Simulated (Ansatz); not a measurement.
# CH3FOSn: up Jacob's ladder to CCSD(T)

The task here is to estimate one member of a computed series from the others.

The runs use Ansatz 0.2.0, Gaussian basis; functionals in def2-TZVPP, the program's frozen cores in correlated methods.

Levels to be run: LDA (SPW92), PBE-D4, revPBE-D4, BLYP-D4, r2SCAN-D4, B97M-V, PBE0-D4, B3LYP-D4, r2SCANh-D4, r2SCAN0-D4, HSE06-D4, BHLYP-D4, CAM-B3LYP-D4, LC-ωPBE, ωB97X-V, ωB97M-V, B2PLYP, PBE-QIDH; CCSD(T)/def2-SVP; CCSD(T)/def2-TZVPP; CCSD(T)/def2-QZVPP; extrapolation to the limit; RPA on PBE.

## The geometry

The geometry comes from an earlier relaxation with PBE0-D4 in a triple-zeta def2 set; it is a stationary point, not always the lowest conformer. Sn takes the def2 core potential; no spin-orbit term is included.

SMILES `C[O][Sn][F]`, 7 atoms, charge 0, spin multiplicity 1.

Atoms are counted from 1 here; the program's logs count them from 0.

Bond lengths: C1–O2 1.408 Å, C1–H5 1.095 Å, C1–H6 1.095 Å, C1–H7 1.095 Å, O2–Sn3 1.958 Å, Sn3–F4 1.952 Å. Angles: O2–C1–H5 112.6°, O2–C1–H6 109.6°, O2–C1–H7 109.5°, H5–C1–H6 108.5°, H5–C1–H7 108.6°, H6–C1–H7 107.9°, C1–O2–Sn3 128.3°, O2–Sn3–F4 96.2°.

Set-up of the first run:

in.yaml

```yaml
crystal:
  periodic: [false, false, false]
  atoms:
    - {symbol: C, position_ang: [0.237912, 0.816396, 0.044178]}
    - {symbol: O, position_ang: [0.229708, -0.237632, 0.977471]}
    - {symbol: Sn, position_ang: [-0.330169, -2.094089, 0.705254]}
    - {symbol: F, position_ang: [-0.813849, -1.896158, -1.174971]}
    - {symbol: H, position_ang: [-0.109081, 0.503511, -0.945727]}
    - {symbol: H, position_ang: [-0.407508, 1.626845, 0.399537]}
    - {symbol: H, position_ang: [1.254287, 1.213127, -0.051343]}
basis:
  gaussian: {orbitals: def2-TZVPP}
hamiltonian: {xc: lda}
output: {orbitals: {seedname: orbitals}}
```

Started as:

```bash
$ ansatz run in.yaml --threads 2 --pin off --events-out ev --progress --plain --max-ram 22528MiB --backend cpu
```

Among the steps run: LDA; PBE-D4 (GGA); revPBE-D4 (GGA); BLYP-D4 (GGA); r2SCAN-D4 (meta-GGA); B97M-V (meta-GGA); PBE0-D4 (hybrid); B3LYP-D4 (hybrid); r2SCANh-D4 (hybrid); r2SCAN0-D4 (hybrid); HSE06-D4 (hybrid); BHLYP-D4 (hybrid); CAM-B3LYP-D4 (range-separated); LC-ωPBE (range-separated); ωB97X-V (range-separated); ωB97M-V (range-separated); B2PLYP (double hybrid); PBE-QIDH (double hybrid).

One of the session's tables, all rows but one given; the rest of the session is left out.

It belongs to the step «Orbital energies across the functionals». 

| functional | HOMO (eV) | LUMO (eV) | gap (eV) |
| --- | --- | --- | --- |
| LDA (SPW92) | -6.68 | -3.17 | 3.52 |
| PBE-D4 | -6.49 | -2.92 | 3.57 |
| revPBE-D4 | -6.42 | -2.83 | 3.59 |
| BLYP-D4 | -6.40 | -2.87 | 3.52 |
| r2SCAN-D4 | -6.80 | -2.86 | 3.94 |
| B97M-V | -6.78 | -2.89 | 3.89 |
| PBE0-D4 | -7.83 | -2.28 | 5.56 |
| B3LYP-D4 | -7.64 | -2.52 | 5.12 |
| r2SCANh-D4 | ? | ? | ? |
| r2SCAN0-D4 | -8.06 | -2.24 | 5.82 |
| HSE06-D4 | -7.43 | -2.64 | 4.80 |
| BHLYP-D4 | -9.03 | -1.63 | 7.41 |
| CAM-B3LYP-D4 | -9.21 | -1.39 | 7.82 |
| LC-ωPBE | -10.44 | -0.27 | 10.17 |
| ωB97X-V | -10.14 | -0.38 | 9.76 |
| ωB97M-V | -10.09 | -0.55 | 9.54 |

**Question.** Estimate the row for r2SCANh-D4.

Worked estimate for «HOMO (eV)». Against the share of exact exchange, r2SCAN-D4 (0, -6.80), r2SCAN0-D4 (0.25, -8.06) give a slope of -5.04 per unit share; at 0.1 the line stands at -7.30.

The run gave: HOMO (eV): -7.31; LUMO (eV): -2.61; gap (eV): 4.70. In «HOMO (eV)» the line misses by +0.01.
